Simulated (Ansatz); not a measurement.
# SiNi2 (Pnma) in Ansatz: relaxation of cell and atoms with PBEsol+D3(BJ)

Aim: the relaxation of cell and atoms of SiNi2 with PBEsol+D3(BJ).

Program: Ansatz 0.2.0. These are calculated values, not measurements. Logs are shortened: lines on timing, memory, paths and dates and some standing lists are left out, and cuts for length are marked.

## (1) The crystal as given

The structure is orthorhombic, space group Pnma (No. 62). The conventional cell has a = 4.990 Å, b = 3.720 Å, c = 7.030 Å, α = 90.00°, β = 90.00°, γ = 90.00°. Around Ni (site symmetry m) lie 4 Si at 2.28 to 2.33 Å and 4 Ni at 2.53 to 2.62 Å. Ni (site symmetry m) is surrounded by 5 Si at 2.34 to 2.57 Å and 6 Ni at 2.53 to 2.62 Å. Si (site symmetry m) has 9 Ni at 2.28 to 2.57 Å as nearest neighbours.

## (2) Relaxation of cell and atoms, PBEsol+D3(BJ), collinear spin, ferromagnetic start

Input file input.yaml:

```yaml
crystal:
  lattice:
    - [4.99, 0.0, 0.0]
    - [0.0, 3.72, 0.0]
    - [0.0, 0.0, 7.03]
  atoms:
    - { symbol: Ni, position: [0.325, 0.75, 0.937], spin: 1.0 }
    - { symbol: Ni, position: [0.675, 0.25, 0.063], spin: 1.0 }
    - { symbol: Ni, position: [0.175, 0.25, 0.437], spin: 1.0 }
    - { symbol: Ni, position: [0.825, 0.75, 0.563], spin: 1.0 }
    - { symbol: Ni, position: [0.458, 0.75, 0.297], spin: 1.0 }
    - { symbol: Ni, position: [0.542, 0.25, 0.703], spin: 1.0 }
    - { symbol: Ni, position: [0.042, 0.25, 0.797], spin: 1.0 }
    - { symbol: Ni, position: [0.958, 0.75, 0.203], spin: 1.0 }
    - { symbol: Si, position: [0.786, 0.75, 0.886] }
    - { symbol: Si, position: [0.214, 0.25, 0.114] }
    - { symbol: Si, position: [0.714, 0.25, 0.386] }
    - { symbol: Si, position: [0.286, 0.75, 0.614] }
hamiltonian:
  xc: pbesol
  pseudopotentials: { kind: paw }
  dispersion: d3bj
magnetization:
  spin_polarized: true
kpoints:
  mp_grid: { grid: [6, 7, 4] }
scf:
  occupations: { method: fermi_dirac, width: 0.05 }
output:
  forces: true
  stress: true
  eigenvalues: true
relax:
  f_tol: 0.01
  max_steps: 40
  cell: { stress_tol: 0.05 }
```

Potentials or basis: Ansatz PAW.

On the command line:

```sh
$ ansatz run input.yaml --threads 4 --pin off --max-ram 11264MiB --backend cpu --events-out ev --progress --plain --runs-dir out
```

The log of the run:

```text
Warning: RAYON_NUM_THREADS=4 ignored (pool sized by the plan → 4); use --threads N
Engine: ansatz 0.2.0, aarch64-unknown-linux-gnu
Pseudopotentials: kind: paw
Pseudopotential: Ni, paw, valence charge 18, recommended cutoff 420 eV (normal), Ni.paw.azcp
Pseudopotential: Si, paw, valence charge 4, recommended cutoff 420 eV (normal), Si.paw.azcp
Functional definition: PBEsol
  exchange = pbesol_x
  correlation = pbesol_c
Crystal: 12 atoms, lattice volume = 130.496 Å³
Basis set: ecut = 420 eV, 2559 PW (Γ), exchange–correlation on 72×50×96 points (8 copies of the dense FFT grid, shifted against one another)
Bands: 101, of which v1, the nominal top of the filled ones, is band 80 counted from 1 (79 counted from 0)
Symmetry: 8 space group operations
Space group: Pnma (ITA 62), of the structure as read, at distance tolerance 5.1e-5 Å
Magnetic group: BNS 62.441 (UNI 539), of the structure as read, at distance tolerance 5.1e-5 Å
k-points: 48 of 168
Non-local potential: Ni, projectors of the file, l = 0: 3, l = 1: 2, l = 2: 3, l = 3: 1
Non-local potential: Si, projectors of the file, l = 0: 2, l = 1: 2, l = 2: 2
PAW form: soft (Blöchl's): semilocal exchange-correlation on the pseudo side does not see the compensation charge
PAW frozen core: Ni, regenerated for the run's functional, and the local potential with it (the file was generated under x = pbe(κ = 0.804, μ = 0.2195149727645171), c = pbe(β = 0.06672455060314922))
PAW frozen core: Si, regenerated for the run's functional, and the local potential with it (the file was generated under x = pbe(κ = 0.804, μ = 0.2195149727645171), c = pbe(β = 0.06672455060314922))
PAW one-centre angular grid: Ni, 590 points (default); XC on 64 Gauss nodes
PAW one-centre angular grid: Si, 110 points (default); XC on 64 Gauss nodes
Initial density: superposition of atomic densities (chi_scale 0.1, normalization cell)
Starting moments: Σ|m| = 8 μB on 8 of 12 sites
Initial wavefunctions: pseudopotential atomic-orbital guess
Functional: x = pbesol(κ = 0.804, μ = 0.12345679012345678), c = pbesol(β = 0.046)
SCF iter   1: F=—  HF=-48926.433705 eV  |F-HF|=—  |Δ(HF+E_count)|=         —  Δρ=7.64e-2 (↑7.64e-2 ↓2.91e-2)  dr2=6.94e0  dr2_m=1.45e0  M=4.379 μB ∫|m|=5.520 μB  β_m=0.30  ethr=3.10e-3  ⟨swp⟩=5.7  Hψ=34417  notcnv=0  defer=58
Mixer restart at iter 1: flushing history
preconditioner: auto → Kerker (q_TF=auto, 2.823 Å⁻¹)  [metal: Δε(μ)=0.008 eV  Ē_g=7.944 eV  σ=0.050 eV  W_gap=0.04  n_scr=52 (ndim 8)  ℏωp=31.8 eV  f_vac=0.000  D(μ)=10.02/eV (n_scr^D=116)]
spin=Collinear: Kerker preconditioning applied to the charge; magnetization (m = ρ↑ − ρ↓) channel mixes plain (no charge-response kernel on spin).
SCF iter   2: F=—  HF=-48925.102646 eV  |F-HF|=—  |Δ(HF+E_count)|=    1.33e0  Δρ=5.43e-2 (↑2.84e-2 ↓5.43e-2)  dr2=1.20e0  dr2_m=1.80e0  M=3.456 μB ∫|m|=4.557 μB  β_m=0.33  ethr=3.10e-3  ⟨swp⟩=2.0  Hψ=15422  notcnv=0  defer=1035
SCF iter   3: F=—  HF=-48930.223606 eV  |F-HF|=—  |Δ(HF+E_count)|=    5.12e0  Δρ=5.09e-2 (↑2.60e-2 ↓5.09e-2)  dr2=1.14e0  dr2_m=1.63e0  M=2.873 μB ∫|m|=3.866 μB  β_m=0.22  ethr=7.51e-4  ⟨swp⟩=2.0  Hψ=13902  notcnv=0  defer=1047
[... 141 lines left out ...]
  E_hartree    = 13276.086629
  E_xc         = -915.458065
  E_vxc        = -1089.684041  (∫ρ·V_xc dr)
  E_paw        = -14768.220666  (= ΣΔE_a)
  E_vpaw       = -4221.953328  (= ΣTr[D̂ρ^β])
  E_aug_tail   = 0.003829  (compensation charges beyond the density's cutoff)
  E_ewald      = -23160.707493
  E_disp       = -5.627972  (pairwise vdW)
  E_core_change = 1.704553  (= ΣΔE_core)
  E_smearing   = -0.046013  (= −TS)
  E_closure    = 0.000000  (closes the sum)
  Σ components = -48938.819928   (vs F -48938.819928, Δ=0.00e0)
--- Forces (eV/Å), atoms counted from 1 ---
  atom   1  Ni    -0.00014193     0.00000000    -0.00069227
  atom   2  Ni     0.00014193    -0.00000000     0.00069227
  atom   3  Ni     0.00014193    -0.00000000    -0.00069227
  atom   4  Ni    -0.00014193     0.00000000     0.00069227
  atom   5  Ni    -0.00022197    -0.00000000     0.00039222
  atom   6  Ni     0.00022197    -0.00000000    -0.00039222
  atom   7  Ni     0.00022197    -0.00000000     0.00039222
  atom   8  Ni    -0.00022197     0.00000000    -0.00039222
  atom   9  Si     0.00019019     0.00000000    -0.00067015
  atom  10  Si    -0.00019019    -0.00000000     0.00067015
  atom  11  Si    -0.00019019     0.00000000    -0.00067015
  atom  12  Si     0.00019019     0.00000000     0.00067015
  max |Σ_I F_I| component: 9.54e-18 eV/Å
--- Stress (GPa, compression-positive) ---
        0.000079       0.000000      -0.000000
        0.000000       0.010853       0.000000
       -0.000000       0.000000      -0.000434
  P = ⅓ Tr σ = 0.0035 GPa (0.035 kbar)
--- Band table (eV; the first three rows and the last of 96) ---
  k-point 0 ↑: bands = ["-85.0022", "-85.0012", "-84.9955", "-84.9955", "-84.8612", "-84.8603", "-84.8492", "-84.8491", "-45.6331", "-45.6290", "-45.6282", "-45.6210", "-45.5883", "-45.5681", "-45.5568", "-45.5388", "-45.5382", "-45.5354", "-45.5053", "-45.5008", "-45.4867", "-45.4843", "-45.4786", "-45.4784", "-45.4556", "-45.4454", "-45.3923", "-45.3903", "-45.3632", "-45.3511", "-45.3027", "-45.3015", "5.1697", "7.8237", "7.9707", "10.0423", "11.4227", "11.8575", "12.5858", "12.8962", "13.2159", "13.5472", "13.5926", "13.5960", "13.9531", "13.9905", "14.1849", "14.1895", "14.5246", "14.6307", "14.7490", "14.9065", "15.0032", "15.0328", "15.3690", "15.5715", "15.6177", "15.7571", "15.9597", "15.9831", "15.9844", "16.0272", "16.2058", "16.3327", "16.3576", "16.3832", "16.3836", "16.5670", "16.6324", "16.6646", "16.7465", "16.9393", "16.9549", "17.1072", "17.1746", "17.2300", "17.3950", "17.4205", "17.7794", "18.3108", "19.2015", "19.4123", "20.0863", "20.8898", "20.8919", "21.3729", "21.9904", "22.0095", "22.8577", "23.3112", "23.7645", "23.9821", "24.7318", "24.8201", "25.2550", "26.3401", "26.4283", "26.4420", "27.3193", "27.5789", "27.7793"]
  k-point 1 ↑: bands = ["-85.0021", "-85.0014", "-84.9955", "-84.9955", "-84.8610", "-84.8604", "-84.8492", "-84.8491", "-45.6330", "-45.6309", "-45.6258", "-45.6216", "-45.5864", "-45.5735", "-45.5516", "-45.5403", "-45.5380", "-45.5361", "-45.5045", "-45.5013", "-45.4864", "-45.4848", "-45.4784", "-45.4784", "-45.4540", "-45.4469", "-45.3922", "-45.3907", "-45.3613", "-45.3527", "-45.3025", "-45.3017", "5.3586", "6.7886", "9.0326", "10.0334", "11.4723", "12.0339", "12.1764", "12.8480", "13.2821", "13.2939", "13.6157", "13.7948", "13.9079", "14.0382", "14.0729", "14.2992", "14.5138", "14.5838", "14.5971", "14.7670", "15.0393", "15.2699", "15.3457", "15.4619", "15.5322", "15.7384", "15.9175", "15.9504", "16.0766", "16.1279", "16.3247", "16.3249", "16.3574", "16.4533", "16.5546", "16.5829", "16.6121", "16.7462", "16.7658", "16.9497", "17.0019", "17.0242", "17.1601", "17.3631", "17.3692", "17.6059", "17.7648", "18.2240", "18.5971", "19.4805", "19.7218", "19.7604", "21.8407", "21.8779", "22.4397", "22.4478", "22.6125", "23.3154", "23.4376", "24.5328", "24.6969", "25.1388", "25.2715", "25.7809", "26.1024", "26.3429", "27.1232", "27.4428", "27.5467"]
  k-point 2 ↑: bands = ["-85.0017", "-85.0017", "-84.9955", "-84.9955", "-84.8607", "-84.8607", "-84.8492", "-84.8492", "-45.6323", "-45.6323", "-45.6232", "-45.6232", "-45.5811", "-45.5811", "-45.5448", "-45.5448", "-45.5373", "-45.5373", "-45.5028", "-45.5028", "-45.4858", "-45.4858", "-45.4783", "-45.4783", "-45.4504", "-45.4504", "-45.3915", "-45.3915", "-45.3569", "-45.3569", "-45.3021", "-45.3021", "5.9126", "5.9126", "9.8120", "9.8120", "11.6771", "11.6771", "12.4892", "12.4892", "13.3398", "13.3398", "13.5086", "13.5086", "14.0365", "14.0365", "14.2712", "14.2712", "14.4675", "14.4675", "14.5983", "14.5983", "15.1285", "15.1285", "15.4003", "15.4003", "15.6874", "15.6874", "16.0929", "16.0929", "16.1001", "16.1001", "16.3084", "16.3084", "16.3957", "16.3957", "16.5625", "16.5625", "16.7407", "16.7407", "16.8486", "16.8486", "17.2298", "17.2298", "17.2743", "17.2743", "17.3095", "17.3095", "18.0531", "18.0531", "18.5898", "18.5898", "19.8186", "19.8186", "21.6363", "21.6363", "22.5730", "22.5730", "23.1870", "23.1870", "24.6223", "24.6223", "25.0092", "25.0092", "25.7554", "25.7554", "26.0630", "26.0630", "26.0926", "26.0926", "27.6694"]
  k-point 47 ↓: bands = ["-84.9990", "-84.9990", "-84.9977", "-84.9977", "-84.8552", "-84.8552", "-84.8552", "-84.8552", "-45.6298", "-45.6298", "-45.6274", "-45.6274", "-45.5689", "-45.5689", "-45.5677", "-45.5677", "-45.5274", "-45.5274", "-45.5243", "-45.5243", "-45.4751", "-45.4751", "-45.4701", "-45.4701", "-45.4152", "-45.4152", "-45.4145", "-45.4145", "-45.3350", "-45.3350", "-45.3346", "-45.3346", "8.5798", "8.5798", "8.9066", "8.9066", "10.8809", "10.8809", "11.1166", "11.1166", "13.4694", "13.4694", "13.6924", "13.6924", "14.1053", "14.1053", "14.1224", "14.1224", "14.6432", "14.6432", "14.8354", "14.8354", "15.1298", "15.1298", "15.1675", "15.1675", "15.5200", "15.5200", "15.6746", "15.6746", "16.0413", "16.0413", "16.0747", "16.0747", "16.2861", "16.2861", "16.3614", "16.3614", "16.4508", "16.4508", "16.5595", "16.5595", "16.8095", "16.8095", "16.8985", "16.8985", "17.6991", "17.6991", "17.7138", "17.7138", "18.7381", "18.7381", "19.0062", "19.0062", "21.2412", "21.2412", "21.3144", "21.3144", "23.8658", "23.8658", "24.3211", "24.3211", "25.6895", "25.6895", "25.9077", "25.9077", "28.0834", "28.0834", "28.8239", "28.8239", "29.1400"]
--- Relaxed structure (6 steps of the walk, 6 accepted, 1 SCFs on fresh bases) ---
  F+E_penalty+E_count = -48938.81992820 eV   max|allowed force component| = 6.923e-4 eV/Å   (the final SCF, on the basis selected at the relaxed cell)
  cell:  # Å, volume = 123.4177 Å³
    - [4.8375140926434215, 0.0, 0.0]
    - [0.0, 3.6736644522738584, 0.0]
    - [0.0, 0.0, 6.944735744712258]
  atoms:
    - { symbol: Ni, position: [0.32771516234263615, 0.7499999999999999, 0.9394607123404513] }
    - { symbol: Ni, position: [0.6722848376573637, 0.24999999999999994, 0.06053928765954876] }
    - { symbol: Ni, position: [0.17228483765736383, 0.24999999999999994, 0.43946071234045114] }
    - { symbol: Ni, position: [0.8277151623426361, 0.7499999999999999, 0.5605392876595487] }
    - { symbol: Ni, position: [0.4563693352853293, 0.7499999999999999, 0.29013546974113735] }
    - { symbol: Ni, position: [0.5436306647146707, 0.24999999999999994, 0.7098645302588624] }
    - { symbol: Ni, position: [0.043630664714670746, 0.24999999999999994, 0.7901354697411375] }
    - { symbol: Ni, position: [0.956369335285329, 0.7499999999999999, 0.20986453025886256] }
    - { symbol: Si, position: [0.795626485898786, 0.7499999999999999, 0.8878045185162816] }
    - { symbol: Si, position: [0.2043735141012138, 0.24999999999999994, 0.11219548148371802] }
    - { symbol: Si, position: [0.7043735141012138, 0.24999999999999994, 0.38780451851628195] }
    - { symbol: Si, position: [0.29562648589878615, 0.7499999999999999, 0.612195481483718] }
```

Run time: 6.8 min. Hardware: 4 threads of Arm Neoverse N1, shared host; peak memory 1.2 GiB.

What came out:

```yaml
Free_energy: -48938.8199 eV
Relaxed_volume: 10.28 Å³/atom
Relaxed_cell: a = 4.838 Å, b = 3.674 Å, c = 6.945 Å, α = 90.00°, β = 90.00°, γ = 90.00°
Space_group_after_relaxing_to_0.05_Å: Pnma (No. 62)
Energy_gained_by_relaxing: 24.7 meV/atom
Ionic_steps: 7
Pressure_after_relaxing: 0.0 GPa
Band_gap_on_the_k_mesh: none (metal or under the smearing width)
Net_moment: 0.00 μB per cell
Absolute_moment: 0.00 μB per cell
```

Step by step:
```
step  energy change (eV)  largest force (eV/Å)  volume (Å³)
   1              0.0000                0.3585       130.50
   2             -0.2208                0.2119       126.68
   3             -0.2911                0.0976       123.02
   4             -0.2967                0.0825       123.40
   5             -0.2982                0.0085       123.40
   6             -0.2983                0.0007       123.42
   7             -0.2958                0.0007       123.42
```

Final structure:
```xyz
12
Lattice="4.8375 0.0000 0.0000 0.0000 3.6737 0.0000 0.0000 0.0000 6.9447" Properties=species:S:1:pos:R:3 pbc="T T T"
Ni    1.5853    2.7552    6.5243
Ni    3.2522    0.9184    0.4204
Ni    0.8334    0.9184    3.0519
Ni    4.0041    2.7552    3.8928
Ni    2.2077    2.7552    2.0149
Ni    2.6298    0.9184    4.9298
Ni    0.2111    0.9184    5.4873
Ni    4.6265    2.7552    1.4575
Si    3.8489    2.7552    6.1656
Si    0.9887    0.9184    0.7792
Si    3.4074    0.9184    2.6932
Si    1.4301    2.7552    4.2515
```

Caveat: the plane-wave basis is chosen anew once the cell has moved, so the energies of steps on either side of that aren't comparable; pairwise dispersion overbinds metals, which lowers pressure and volume; the PAW data sets come from PBE, with cores solved anew for the run's functional, which leaves a small shift of forces and pressure; the starting moments weren't kept.
